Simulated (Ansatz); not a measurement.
**C6H9FO3Ti: one species, many methods**

The task here is to estimate one member of a computed series from the others.

Program: Ansatz 0.2.0, Gaussian basis. Level of theory: functionals in def2-TZVPP, the program's frozen cores in correlated methods. These are calculated values, not measurements.

Levels to be run: LDA (SPW92), PBE-D4, revPBE-D4, BLYP-D4, r2SCAN-D4, B97M-V, PBE0-D4, B3LYP-D4, r2SCANh-D4, r2SCAN0-D4, HSE06-D4, BHLYP-D4, CAM-B3LYP-D4, LC-ωPBE, ωB97X-V, ωB97M-V, B2PLYP, PBE-QIDH; CCSD(T)/def2-SVP; CCSD(T)/def2-TZVPP; MP2/def2-QZVPP; extrapolation to the limit; RPA on PBE.

## The relaxed structure

The geometry comes from an earlier relaxation with PBE0-D4 in a triple-zeta def2 set; it is a stationary point, not always the lowest conformer.

SMILES `C[O][Ti]1234([OH])([OH])[C@@H]5[C@H]1[C@H]2[C@@]3(F)[C@@H]54`, 20 atoms, charge 0, spin multiplicity 1.

Atoms are counted from 1 here; the program's logs count them from 0.

Bond lengths: C1–O2 1.389 Å, C1–H12 1.094 Å, C1–H13 1.095 Å, C1–H14 1.095 Å, O2–Ti3 1.777 Å, Ti3–O4 1.839 Å, Ti3–O5 1.834 Å, Ti3–C6 2.372 Å, Ti3–C7 2.360 Å, Ti3–C8 2.400 Å, Ti3–C9 2.428 Å, Ti3–C11 2.410 Å, O4–H15 0.961 Å, O5–H16 0.960 Å, C6–C7 1.405 Å, C6–C11 1.413 Å, C6–H17 1.078 Å, C7–C8 1.416 Å and more. Angles: O2–C1–H12 111.2°, O2–C1–H13 110.0°, O2–C1–H14 110.0°, H12–C1–H13 108.4°, H12–C1–H14 108.7°, H13–C1–H14 108.5°, C1–O2–Ti3 157.9°, O2–Ti3–O4 103.9°, O2–Ti3–O5 103.8°, O2–Ti3–C6 131.0°, O2–Ti3–C7 143.2°, O2–Ti3–C8 110.7°, O2–Ti3–C9 87.6°, O2–Ti3–C11 97.2°, O4–Ti3–O5 107.5°, O4–Ti3–C6 82.4°, O4–Ti3–C7 105.0°, O4–Ti3–C8 138.2° and more.

Geometry (Å):

```mol
C6H9FO3Ti
  3D, bonds by distance, orders not assigned

 20 24  0  0  0  0  0  0  0  0999 V2000
   -1.9151   -0.9495    1.8008 C   0  0
   -1.2453    0.0615    1.1244 O   0  0
    0.0066    0.8183    0.1152 Ti  0  0
    1.1020    1.6603    1.3285 O   0  0
   -0.9013    2.1204   -0.8030 O   0  0
    2.0731   -0.0211   -0.6930 C   0  0
    1.3552    0.4809   -1.7920 C   0  0
    0.2073   -0.3262   -1.9843 C   0  0
    0.2568   -1.3228   -1.0020 C   0  0
   -0.6453   -2.2885   -0.8523 F   0  0
    1.3801   -1.1400   -0.1786 C   0  0
   -1.5777   -1.9368    1.4713 H   0  0
   -2.9921   -0.8741    1.6171 H   0  0
   -1.7397   -0.8600    2.8784 H   0  0
    0.6891    2.1817    2.0215 H   0  0
   -1.6742    2.5275   -0.4054 H   0  0
    2.9572    0.4177   -0.2587 H   0  0
    1.5974    1.3650   -2.3617 H   0  0
   -0.5752   -0.1837   -2.7124 H   0  0
    1.6411   -1.7307    0.6859 H   0  0
  1  2  8  0
  2  3  8  0
  3  4  8  0
  3  5  8  0
  3  6  8  0
  6  7  8  0
  7  8  8  0
  8  9  8  0
  9 10  8  0
  9 11  8  0
  1 12  8  0
  1 13  8  0
  1 14  8  0
  4 15  8  0
  5 16  8  0
  6 17  8  0
  7 18  8  0
  8 19  8  0
 11 20  8  0
  3  7  8  0
  3  8  8  0
  3  9  8  0
  3 11  8  0
  6 11  8  0
M  END
```

The first run:

Input file in.yaml:

```yaml
crystal:
  periodic: [false, false, false]
  atoms:
    - {symbol: C, position_ang: [-1.915105, -0.949471, 1.800849]}
    - {symbol: O, position_ang: [-1.245262, 0.061519, 1.124360]}
    - {symbol: Ti, position_ang: [0.006612, 0.818250, 0.115216]}
    - {symbol: O, position_ang: [1.101986, 1.660336, 1.328547]}
    - {symbol: O, position_ang: [-0.901269, 2.120388, -0.802960]}
    - {symbol: C, position_ang: [2.073077, -0.021074, -0.692991]}
    - {symbol: C, position_ang: [1.355164, 0.480911, -1.791979]}
    - {symbol: C, position_ang: [0.207336, -0.326161, -1.984313]}
    - {symbol: C, position_ang: [0.256840, -1.322758, -1.001989]}
    - {symbol: F, position_ang: [-0.645251, -2.288466, -0.852346]}
    - {symbol: C, position_ang: [1.380087, -1.139977, -0.178599]}
    - {symbol: H, position_ang: [-1.577693, -1.936805, 1.471274]}
    - {symbol: H, position_ang: [-2.992137, -0.874105, 1.617147]}
    - {symbol: H, position_ang: [-1.739654, -0.860020, 2.878445]}
    - {symbol: H, position_ang: [0.689053, 2.181717, 2.021532]}
    - {symbol: H, position_ang: [-1.674216, 2.527454, -0.405401]}
    - {symbol: H, position_ang: [2.957188, 0.417701, -0.258714]}
    - {symbol: H, position_ang: [1.597379, 1.364968, -2.361657]}
    - {symbol: H, position_ang: [-0.575235, -0.183719, -2.712355]}
    - {symbol: H, position_ang: [1.641099, -1.730678, 0.685936]}
basis:
  gaussian: {orbitals: def2-TZVPP}
hamiltonian: {xc: lda}
output: {orbitals: {seedname: orbitals}}
```

Started as:

```bash
> ansatz run in.yaml --threads 4 --pin off --events-out ev --progress --plain --max-ram 46080MiB --backend cuda --devices 0, --max-vram 37GiB
```

Steps of the session up to this table: LDA; PBE-D4 (GGA); revPBE-D4 (GGA); BLYP-D4 (GGA); r2SCAN-D4 (meta-GGA); B97M-V (meta-GGA); PBE0-D4 (hybrid); B3LYP-D4 (hybrid); r2SCANh-D4 (hybrid); r2SCAN0-D4 (hybrid); HSE06-D4 (hybrid); BHLYP-D4 (hybrid); CAM-B3LYP-D4 (range-separated); LC-ωPBE (range-separated); ωB97X-V (range-separated); ωB97M-V (range-separated); B2PLYP (double hybrid); PBE-QIDH (double hybrid).

One of the session's tables, all rows but one given; the rest of the session is left out.

It belongs to the step «Frontier levels by functional». 

| functional | HOMO (eV) | gap (eV) |
| --- | --- | --- |
| LDA (SPW92) | -5.99 | 3.58 |
| PBE-D4 | -5.79 | 3.64 |
| revPBE-D4 | -5.72 | 3.66 |
| BLYP-D4 | -5.64 | 3.56 |
| r2SCAN-D4 | -6.00 | 3.96 |
| B97M-V | -6.07 | 4.00 |
| PBE0-D4 | -6.96 | 5.82 |
| B3LYP-D4 | -6.73 | 5.30 |
| r2SCANh-D4 | -6.44 | 4.79 |
| r2SCAN0-D4 | -7.10 | 6.03 |
| HSE06-D4 | -6.56 | 5.04 |
| BHLYP-D4 | -7.95 | 7.93 |
| CAM-B3LYP-D4 | -8.20 | 8.13 |
| LC-ωPBE | -9.46 | 10.53 |
| ωB97X-V | ? | ? |
| ωB97M-V | -9.07 | 10.02 |

Q: Estimate the row for ωB97X-V from the others.

The run gave: HOMO (eV): -9.14; gap (eV): 10.17. In the column «HOMO (eV)» it lies between LC-ωPBE (-9.46) and ωB97M-V (-9.07).
